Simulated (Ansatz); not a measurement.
# CHClGa (doublet): from Hartree-Fock to the top rungs, cc-pVTZ

How much of the correlation energy of CHClGa (doublet) does each wave-function method recover here?

Method: cc-pVTZ, core rule «outside noble gas», up to 20 orbitals frozen; program: Ansatz 0.2.0, Gaussian basis.

The runs, in order: UHF; CCSD(T) on ROHF; CCSD(T) on UHF; BCCD(T) on ROHF; CCSDT(Q) on ROHF; CCSDT(Q) on UHF.

5 further runs of the same task are left out: 5 set aside as unsound or not needed. Runs told in other sessions of the task aren't counted.

## Step 1: What is computed

The geometry is a PBE0/def2-TZVP stationary point (not a proven minimum). No spin-orbit coupling is included. The filled d shell of Ga may be among the frozen orbitals whatever the setting's name suggests.

4 atoms, charge 0, spin multiplicity 2.

Atoms are counted from 1 here; the program's logs count them from 0.

Bond lengths: Cl1–C2 1.726 Å, C2–Ga3 2.034 Å, C2–H4 1.091 Å. Angles: Cl1–C2–Ga3 113.0°, Cl1–C2–H4 110.2°, Ga3–C2–H4 136.8°.

Geometry (Å):

```xyz
4
CHClGa
Cl    0.0000   -0.2243    1.9932
C     0.0000    0.8739    0.6620
Ga    0.0000   -0.0640   -1.1423
H     0.0000    1.9032    1.0230
```

In the tables R marks a restricted open-shell determinant and U an unrestricted one; energies count from the table's Hartree-Fock row.

## Step 2: UHF

Contents of in.yaml:

```yaml
crystal:
  periodic: [false, false, false]
  atoms:
    - {symbol: Cl, position_ang: [0.000000, -0.224282, 1.993212]}
    - {symbol: C, position_ang: [0.000000, 0.873891, 0.661996]}
    - {symbol: Ga, position_ang: [0.000000, -0.064009, -1.142342]}
    - {symbol: H, position_ang: [0.000000, 1.903187, 1.023017]}
basis:
  gaussian: {orbitals: cc-pVTZ}
magnetization: {spin_polarized: true, initial_magnetization: 1}
hamiltonian: {xc: hf}
output: {orbitals: {seedname: orbitals}}
```

Launch:

```sh
$ ansatz run in.yaml --threads 1 --pin off --events-out ev --progress --plain --max-ram 4096MiB --backend cpu
```

Log:

```text
Functional definition: HF
  name "HF"
  cite "Fock, Z. Phys. 61, 126 (1930) doi:10.1007/BF01340294"
  parent pbe
  exchange = exact_x
  correlation = 0
1113 factors; their error is unknown
mean field evaluation 1: about -65882.1519 eV, gradient 1.2e1 eV
mean field evaluation 2: about -65883.1644 eV, gradient 5.3e0 eV
mean field evaluation 4: about -65883.4437 eV, gradient 8.4e-1 eV
mean field evaluation 8: about -65883.4651 eV, gradient 7.1e-2 eV
mean field evaluation 16: about -65884.6290 eV, gradient 8.4e-4 eV
mean field evaluation 32: about -65884.6282 eV, gradient 5.1e-2 eV
mean field evaluation 64: about -65884.3807 eV, gradient 1.5e0 eV
mean field evaluation 96: about -65884.6288 eV, gradient 1.5e-1 eV
mean field -65884.62904927 eV, -2421.2154593553 hartree, gradient 1.5e-5 eV, S^2 0.770231; 1 other end points of the search recorded, 0 dependent functions left out
reference -65884.62904927 eV, -2421.2154593553 hartree; 28, 27 occupied and 93, 94 virtual orbitals, 1113 factors
Total energy: -65884.62904927 eV, -2421.2154593553 hartree
```

Wall time 14 s (1 thread of AMD EPYC 7R13, shared host); peak memory 0.48 GiB.

From the report: ⟨S²⟩ of the determinant 0.770 (pure doublet: 0.75).

## Step 3: CCSD(T) on ROHF

Changes to in.yaml since step 2:

```diff
@@ -9,4 +9,4 @@
   gaussian: {orbitals: cc-pVTZ}
-magnetization: {spin_polarized: true, initial_magnetization: 1}
-hamiltonian: {xc: hf}
-output: {orbitals: {seedname: orbitals}}
+magnetization: {spin_polarized: false, initial_magnetization: 1}
+correlation: {method: ccsd_t, electrons: outside_noble_gas}
+output: {forces: true}
```

Launch:

```sh
$ ansatz run in.yaml --threads 2 --pin off --events-out ev --progress --plain --max-ram 24576MiB --backend cuda --devices 0, --max-vram 18GiB
```

Log, cut to the lines that bear on the results:

```text
Functional definition: HF
  name "HF"
  cite "Fock, Z. Phys. 61, 126 (1930) doi:10.1007/BF01340294"
  parent pbe
[...]
742 factors; integrals over basis functions are off by at most 1.1e-3 eV
[...]
mean field -65884.48954415 eV, -2421.2103326364 hartree, gradient 5.9e-6 eV, S^2 0.750000; 5 other end points of the search recorded, 0 dependent functions left out
[...]
determinant -65884.48954415 eV, -2421.2103326364 hartree, with singles and doubles -65896.01874975 eV, -2421.6340231276 hartree
determinant -65882.08456780 eV, -2421.1219513860 hartree, with singles and doubles -65894.23824007 eV, -2421.5685906037 hartree
determinant -65881.06131582 eV, -2421.0843475693 hartree, with singles and doubles -65892.61628833 eV, -2421.5089849766 hartree
20 core orbitals not correlated: weight in the atoms' cores, before any rotation towards them, 0.965 or more for the frozen orbitals, at most 0.032 for the correlated occupied ones
reference -65884.48954415 eV, -2421.2103326364 hartree; 8, 7 occupied and 93, 94 virtual orbitals, 742 factors
second order -10.37000386 eV of doubles, -0.07909652 eV of singles
cycle   1  -11.40725264 eV  change   -5.2e-1 eV  update   2.2e-2
[...]
cycle  13  -11.42988999 eV  change   -5.8e-7 eV  update   7.7e-7
perturbative correction -0.49688532 eV, -0.0182601987 hartree
[...]
Total energy: -65896.41631946 eV, -2421.6486335450 hartree
Atom 0 at     0.000000    -0.224282     1.993212 Å, force    -0.000000    -0.321312     0.394720 eV/Å
Atom 1 at     0.000000     0.873891     0.661996 Å, force     0.000000     0.454409    -0.176744 eV/Å
Atom 2 at     0.000000    -0.064009    -1.142342 Å, force     0.000000    -0.082590    -0.183452 eV/Å
Atom 3 at     0.000000     1.903187     1.023017 Å, force     0.000000    -0.050506    -0.034525 eV/Å
Dipole moment:    -0.000000     0.196534    -0.144738 e Å
```

Wall time 9.5 s (1 × H100 (card shared with other runs) with 2 threads of AMD EPYC 7R13, shared host); peak host memory 1.1 GiB.

From the report: correlation -11.9268 eV; T1 0.022; largest double amplitude 0.08.

## Step 4: CCSD(T) on UHF

Changes to in.yaml since step 3:

```diff
@@ -9,3 +9,3 @@
   gaussian: {orbitals: cc-pVTZ}
-magnetization: {spin_polarized: false, initial_magnetization: 1}
+magnetization: {spin_polarized: true, initial_magnetization: 1}
 correlation: {method: ccsd_t, electrons: outside_noble_gas}
```

Same command.

Log, cut to the lines that bear on the results:

```text
Functional definition: HF
  name "HF"
  cite "Fock, Z. Phys. 61, 126 (1930) doi:10.1007/BF01340294"
  parent pbe
[...]
742 factors; integrals over basis functions are off by at most 1.1e-3 eV
[...]
mean field -65884.62989367 eV, -2421.2154903864 hartree, gradient 2.1e-6 eV, S^2 0.770231; 13 other end points of the search recorded, 0 dependent functions left out
determinant -65884.62989367 eV, -2421.2154903864 hartree, with singles and doubles -65896.01589341 eV, -2421.6339181591 hartree
determinant -65882.85903927 eV, -2421.1504126874 hartree, with singles and doubles -65894.04186489 eV, -2421.5613739489 hartree
determinant -65882.67327237 eV, -2421.1435858796 hartree, with singles and doubles -65894.10810931 eV, -2421.5638083864 hartree
determinant -65882.61563369 eV, -2421.1414676974 hartree, with singles and doubles -65893.34344422 eV, -2421.5357074628 hartree
[...]
20 core orbitals not correlated: weight in the atoms' cores, before any rotation towards them, 0.963 or more for the frozen orbitals, at most 0.034 for the correlated occupied ones
reference -65884.62989367 eV, -2421.2154903864 hartree; 8, 7 occupied and 93, 94 virtual orbitals, 742 factors
second order -10.27296210 eV of doubles, -0.00000000 eV of singles
cycle   1  -11.27362773 eV  change   -5.0e-1 eV  update   1.9e-2
[...]
cycle  15  -11.29328108 eV  change    2.1e-8 eV  update   1.7e-7
perturbative correction -0.49141618 eV, -0.0180592114 hartree
[...]
Total energy: -65896.41459093 eV, -2421.6485700228 hartree
Atom 0 at     0.000000    -0.224282     1.993212 Å, force     0.000000    -0.323021     0.396717 eV/Å
Atom 1 at     0.000000     0.873891     0.661996 Å, force    -0.000000     0.457364    -0.178565 eV/Å
Atom 2 at     0.000000    -0.064009    -1.142342 Å, force     0.000000    -0.082237    -0.182885 eV/Å
Atom 3 at     0.000000     1.903187     1.023017 Å, force    -0.000000    -0.052105    -0.035267 eV/Å
Dipole moment:    -0.000000     0.196595    -0.145216 e Å
```

Run time: 17 s. Hardware: 1 × H100 (card shared with other runs) with 2 threads of AMD EPYC 7R13, shared host; peak host memory 1.1 GiB.

From the report: ⟨S²⟩ of the determinant 0.770 (pure doublet: 0.75); correlation -11.7847 eV; T1 0.020; largest double amplitude 0.08.

## Step 5: BCCD(T) on ROHF

Changes to in.yaml since step 4:

```diff
@@ -9,4 +9,3 @@
   gaussian: {orbitals: cc-pVTZ}
-magnetization: {spin_polarized: true, initial_magnetization: 1}
-correlation: {method: ccsd_t, electrons: outside_noble_gas}
-output: {forces: true}
+magnetization: {spin_polarized: false, initial_magnetization: 1}
+correlation: {method: bccd_t, electrons: outside_noble_gas}
```

The command is unchanged.

Log, cut to the lines that bear on the results:

```text
Functional definition: HF
  name "HF"
  cite "Fock, Z. Phys. 61, 126 (1930) doi:10.1007/BF01340294"
  parent pbe
[...]
742 factors; integrals over basis functions are off by at most 1.1e-3 eV
[...]
mean field -65884.48954415 eV, -2421.2103326364 hartree, gradient 5.9e-6 eV, S^2 0.750000; 5 other end points of the search recorded, 0 dependent functions left out
[...]
determinant -65884.48954415 eV, -2421.2103326364 hartree, with singles and doubles -65896.01874975 eV, -2421.6340231276 hartree
determinant -65882.08456780 eV, -2421.1219513860 hartree, with singles and doubles -65894.23824007 eV, -2421.5685906037 hartree
determinant -65881.06131582 eV, -2421.0843475693 hartree, with singles and doubles -65892.61628833 eV, -2421.5089849766 hartree
20 core orbitals not correlated: weight in the atoms' cores, before any rotation towards them, 0.965 or more for the frozen orbitals, at most 0.032 for the correlated occupied ones
reference -65884.48954415 eV, -2421.2103326364 hartree; 8, 7 occupied and 93, 94 virtual orbitals, 742 factors
second order -10.37000386 eV of doubles, -0.07909652 eV of singles
cycle   1  -11.39784025 eV  change   -5.1e-1 eV  update   2.2e-2
[...]
cycle  10  -11.41337844 eV  change   -3.2e-6 eV  update   1.5e-5
perturbative correction -0.51734826 eV, -0.0190121980 hartree
Total energy: -65896.42027085 eV, -2421.6487787557 hartree
```

Wall time 9.5 s (1 × H100 (card shared with other runs) with 2 threads of AMD EPYC 7R13, shared host); peak host memory 0.83 GiB.

From the report: correlation -11.9307 eV; largest double amplitude 0.08.

## Step 6: CCSDT(Q) on ROHF

Changes to in.yaml since step 5:

```diff
@@ -10,2 +10,2 @@
 magnetization: {spin_polarized: false, initial_magnetization: 1}
-correlation: {method: bccd_t, electrons: outside_noble_gas}
+correlation: {method: ccsdt_q, electrons: outside_noble_gas}
```

Launched as before.

Log, cut to the lines that bear on the results:

```text
Functional definition: HF
  name "HF"
  cite "Fock, Z. Phys. 61, 126 (1930) doi:10.1007/BF01340294"
  parent pbe
[...]
1505 factors; integrals over basis functions are off by at most 2.4e-7 eV
[...]
mean field -65884.48961418 eV, -2421.2103352102 hartree, gradient 1.3e-6 eV, S^2 0.750000; 5 other end points of the search recorded, 0 dependent functions left out
[...]
determinant -65884.48961418 eV, -2421.2103352102 hartree, with singles and doubles -65896.01885040 eV, -2421.6340268265 hartree
determinant -65882.08463709 eV, -2421.1219539323 hartree, with singles and doubles -65894.23835189 eV, -2421.5685947131 hartree
determinant -65881.06138625 eV, -2421.0843501575 hartree, with singles and doubles -65892.61638657 eV, -2421.5089885869 hartree
20 core orbitals not correlated: weight in the atoms' cores, before any rotation towards them, 0.965 or more for the frozen orbitals, at most 0.032 for the correlated occupied ones
reference -65884.48961418 eV, -2421.2103352102 hartree; 8, 7 occupied and 93, 94 virtual orbitals, 1505 factors
second order -10.37004457 eV of doubles, -0.07909656 eV of singles
cycle   1  -11.02520535 eV  change   -5.7e-1 eV  update   1.0e-1
[...]
cycle  20  -11.95621364 eV  change    5.2e-7 eV  update   1.2e-6
perturbative correction -0.02551509 eV, -0.0009376623 hartree
Total energy: -65896.47134291 eV, -2421.6506556196 hartree
```

Wall time 2.7 min (1 × H100 (card shared with other runs) with 2 threads of AMD EPYC 7R13, shared host); peak host memory 1.9 GiB.

From the report: correlation -11.9817 eV; T1 0.023; largest double amplitude 0.08.

## Step 7: CCSDT(Q) on UHF

Changes to in.yaml since step 6:

```diff
@@ -9,3 +9,3 @@
   gaussian: {orbitals: cc-pVTZ}
-magnetization: {spin_polarized: false, initial_magnetization: 1}
+magnetization: {spin_polarized: true, initial_magnetization: 1}
 correlation: {method: ccsdt_q, electrons: outside_noble_gas}
```

The command is unchanged.

Log, cut to the lines that bear on the results:

```text
Functional definition: HF
  name "HF"
  cite "Fock, Z. Phys. 61, 126 (1930) doi:10.1007/BF01340294"
  parent pbe
[...]
1505 factors; integrals over basis functions are off by at most 2.4e-7 eV
[...]
mean field -65884.62996375 eV, -2421.2154929617 hartree, gradient 1.8e-6 eV, S^2 0.770232; 13 other end points of the search recorded, 0 dependent functions left out
determinant -65884.62996375 eV, -2421.2154929617 hartree, with singles and doubles -65896.01599296 eV, -2421.6339218174 hartree
determinant -65882.85911578 eV, -2421.1504154992 hartree, with singles and doubles -65894.04195899 eV, -2421.5613774071 hartree
determinant -65882.67335128 eV, -2421.1435887797 hartree, with singles and doubles -65894.10820862 eV, -2421.5638120360 hartree
determinant -65882.61571682 eV, -2421.1414707523 hartree, with singles and doubles -65893.34354043 eV, -2421.5357109983 hartree
[...]
determinant -65881.60194293 eV, -2421.1042152491 hartree, with singles and doubles -65892.87320166 eV, -2421.5184263675 hartree
determinant -65881.23328458 eV, -2421.0906673046 hartree, with singles and doubles -65892.52894384 eV, -2421.5057751257 hartree
determinant -65881.16150621 eV, -2421.0880294981 hartree, with singles and doubles -65892.62037824 eV, -2421.5091352781 hartree
20 core orbitals not correlated: weight in the atoms' cores, before any rotation towards them, 0.963 or more for the frozen orbitals, at most 0.034 for the correlated occupied ones
reference -65884.62996375 eV, -2421.2154929617 hartree; 8, 7 occupied and 93, 94 virtual orbitals, 1505 factors
second order -10.27300176 eV of doubles, -0.00000000 eV of singles
cycle   1  -10.87820210 eV  change   -6.1e-1 eV  update   1.0e-1
[...]
cycle  21  -11.81660520 eV  change    6.5e-7 eV  update   1.4e-6
perturbative correction -0.02749822 eV, -0.0010105410 hartree
Total energy: -65896.47406717 eV, -2421.6507557341 hartree
```

Run time: 66 s. Hardware: 1 × H100 (card shared with other runs) with 2 threads of AMD EPYC 7R13, shared host; peak host memory 1.4 GiB.

From the report: ⟨S²⟩ of the determinant 0.770 (pure doublet: 0.75); correlation -11.8441 eV; T1 0.022; largest double amplitude 0.08.

## Step 8: All levels against the top one

The yardstick is UCCSDT(Q), where the cluster series has nearly closed. Rows without a time are mean-field rows or come out of runs for another level: lower rungs of the coupled-cluster runs, or the Hartree-Fock search. The times of RCCSD(T), UCCSD(T) include forces.

```tsv
method	energy from the lowest ROHF (meV)	from UCCSDT(Q) (meV)	time
ROHF	0.0	+11984.5	
UHF	-140.3	+11844.2	
RMP2	-10449.1	+1535.4	
UMP2	-10413.3	+1571.2	
RCCSD	-11429.9	+554.6	
UCCSD	-11433.6	+550.9	
RCCSD(T)	-11926.8	+57.7	9.5 s
UCCSD(T)	-11925.0	+59.5	17 s
BCCD(T)	-11930.7	+53.8	9.5 s
RCCSDT	-11956.3	+28.2	
UCCSDT	-11957.0	+27.5	
RCCSDT(Q)	-11981.8	+2.7	2.7 min
UCCSDT(Q)	-11984.5	0	66 s
```

Among the levels timed on like hardware and quicker than the yardstick, those that no quicker one beats, quickest first: RCCSD(T) (9.5 s, +57.7 meV); BCCD(T) (9.5 s, +53.8 meV).

With the free atoms at the same levels and basis (separate runs), the atomisation energy is 10.545 eV at UCCSDT(Q), 10.536 eV at RCCSD(T), 10.528 eV at UCCSD(T), 7.762 eV at ROHF.

## Step 9: Results

| quantity | value |
| --- | --- |
| UCCSDT(Q) from the ROHF energy | -11.9845 eV |
| RMP2 from UCCSDT(Q) | +1535.4 meV |
| UMP2 from UCCSDT(Q) | +1571.2 meV |
| RCCSD from UCCSDT(Q) | +554.6 meV |
| RCCSD(T) from UCCSDT(Q) | +57.7 meV |
| UCCSD(T) from UCCSDT(Q) | +59.5 meV |
| RCCSDT(Q) from UCCSDT(Q) | +2.7 meV |
| levels within 1 kcal/mol (43 meV) | RCCSDT, UCCSDT, RCCSDT(Q) |
| T1 diagnostic | 0.022 |

What this shows: RCCSD(T) lands +57.7 meV from the yardstick (0.5 % of the correlation energy). These misses are within one basis, not against nature; the frozen cores of restricted and unrestricted runs differ, which can shift their rows.

For cost: BCCD(T) gets within 53.8 meV in 9.5 s, where UCCSDT(Q) took 66 s; the quickest level in the cost chart, RCCSD(T), takes 9.5 s and misses by 57.7 meV.
